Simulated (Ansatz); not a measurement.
# PC2: the cost of one run

Program: Ansatz 0.2.0. Level of theory: DFT PBE, scalar-relativistic, plane waves, PAW, unless a step names another level. These are calculated values, not measurements.

10 further runs of the same task are left out: 10 set aside as unsound or not needed.

### 1 What the formula suggests

Pauling electronegativities: P 2.19, C 2.55 (spread 0.36). No set of common oxidation states balances it. Tabulated atomic sizes suggest about 14 Å³/atom. 26 candidates were drawn, by swapping species into database cells of other compounds, at random by space group and Wyckoff sites, or by hand, as the table says:

```csv
name,made from,space group no.,Wyckoff sites,atoms (primitive cell),V (Å³/atom)
c01,database cell of TbAu2,139,P 2a; C 4e,3,14.4
c02,database cell of NbSe2,194,P 2b; C 4f,6,14.9
c03,database cell of CuCl2,12,P 2a; C 4i,3,14.3
c04,database cell of TaS2,166,P 3a; C 6c,3,13.8
c05,database cell of TbO2,225,P 4a; C 8c,3,12.3
c06,database cell of EuRh2,227,P 8b; C 16c,6,14.6
c07,database cell of Cr2B,140,P 4a; C 8h,6,14.2
c08,database cell of NdS2,129,"P 2c; C 2c, 2a",6,13.1
c09,database cell of CO2,64,P 4a; C 8f,6,20.3
c10,built by hand: GaSe-like PC layers alternating with graphene,164,"P 2d; C 2d, 2c",6,13.0
c11,built by hand: trans-polyacetylene chains linked by P2 dumbbells,71,P 4i; C 8l,6,14.2
c12,database cell of MnB2,191,P 1a; C 2d,3,12.9
c13,database cell of VCl2,164,P 1a; C 2d,3,14.9
c14,database cell of WS2,187,P 1a; C 2h,3,20.3
c15,database cell of HgI2,137,P 2b; C 4d,6,15.1
c16,database cell of VS2,194,P 2c; C 4f,6,13.8
c17,"built by hand: P-terminated diamond (111) slabs, extended GaSe-like",166,"P 6c; C 6c, 6c",6,13.1
c18,database cell of Mg2Zn,63,P 4c; C 8g,6,17.7
c19,built by hand: cis-polyacetylene ribbon PC2 layers,12,P 4i; C 8j,6,15.3
c20,database cell of Mo2Rh,69,P 4a; C 8i,3,14.1
c21,database cell of P2Pd,15,P 4c; C 8f,6,14.0
c22,database cell of W2C,58,P 2a; C 4g,6,12.3
c23,database cell of FeCl2,12,P 2c; C 4i,3,14.7
c24,database cell of PbBr2,64,P 4b; C 8f,6,19.4
c25,database cell of PrSi2,141,P 4a; C 8e,6,16.1
c26,database cell of CdAs2,98,P 4a; C 8f,6,16.2
```

### 2 Screening run of c04

input.yaml reads:

```yaml
crystal:
  lattice:
    - [1.48349045, 0.85649361, 5.44840798]
    - [-1.48349045, 0.85649361, 5.44840798]
    - [0.0, -1.71298723, 5.44840798]
  atoms:
    - { symbol: P, position: [0.0, 0.0, 0.0] }
    - { symbol: C, position: [0.25, 0.25, 0.25] }
    - { symbol: C, position: [0.75, 0.75, 0.75] }
basis:
  ecutwfc: 420
kpoints:
  mp_grid: { grid: [8, 8, 8] }
hamiltonian:
  xc: pbe
scf:
  occupations: { method: gaussian, width: 0.2 }
  lower_state_search: "off"
output:
  forces: true
  stress: true
  eigenvalues: true
relax:
  adjacent_minimum: "off"
  f_tol: 0.08
  max_steps: 16
  cell: { stress_tol: 0.8 }
```

On the command line:

```console
ansatz run input.yaml --threads 1 --pin off --max-ram 2560MiB --backend cpu --events-out ev --progress --plain --runs-dir out
```

Q: Estimate wall time and peak memory on 1 thread of Intel Xeon Platinum 8488C (Sapphire Rapids), shared host.

About 13 s, with a peak of 0.36 GiB.
